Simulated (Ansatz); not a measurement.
The system is Hf2Pd2Se2Br2O3.

```
Hf Pd Se Br O
1.0
     5.60663   -0.09346   -0.01409
     1.61393    5.33512    0.00251
     1.36916    1.91529    8.31543
Hf Pd Se Br O
2 2 2 2 3
Direct
  0.23317 0.65161 0.02284
  0.76683 0.34839 0.97716
  0.00000 0.50000 0.50000
  0.00000 0.00000 0.50000
  0.02419 0.33917 0.25331
  0.97581 0.66083 0.74669
  0.50000 0.50000 0.50000
  0.50000 0.00000 0.50000
  0.44792 0.35724 0.92101
  0.55208 0.64276 0.07899
  0.00000 0.00000 0.00000
```

The cell was built by a generator and needn't be a form met in nature.

Base run:

* Program: Ansatz 0.2.0
* Functional: PBE
* Potentials or basis: Ansatz PAW
* Cutoff: 420 eV
* Density cutoff: 1680 eV
* k mesh: 5 × 5 × 4
* Occupations: fermi-dirac, width 0.05 eV
* Spin: no spin polarisation
* Hubbard terms: Hf d U = 4 eV, Pd d U = 4 eV

Its results: band gap on the k mesh none (metal or under the smearing width); pressure 1.6 GPa; largest force 0.401 eV/Å.

The run is repeated on the same cell with these changes: hubbard terms from Hf d U = 4 eV, Pd d U = 4 eV to Hf d U = 8 eV, Pd d U = 8 eV. What comes out?

Band gap on the k mesh none (metal or under the smearing width); pressure 3.9 GPa; largest force 0.925 eV/Å.

Caveats: U without spin polarisation on a metal has little footing; the density of states is complete only up to the lowest level of the last band computed.

Not every run made on this cell is shown here.
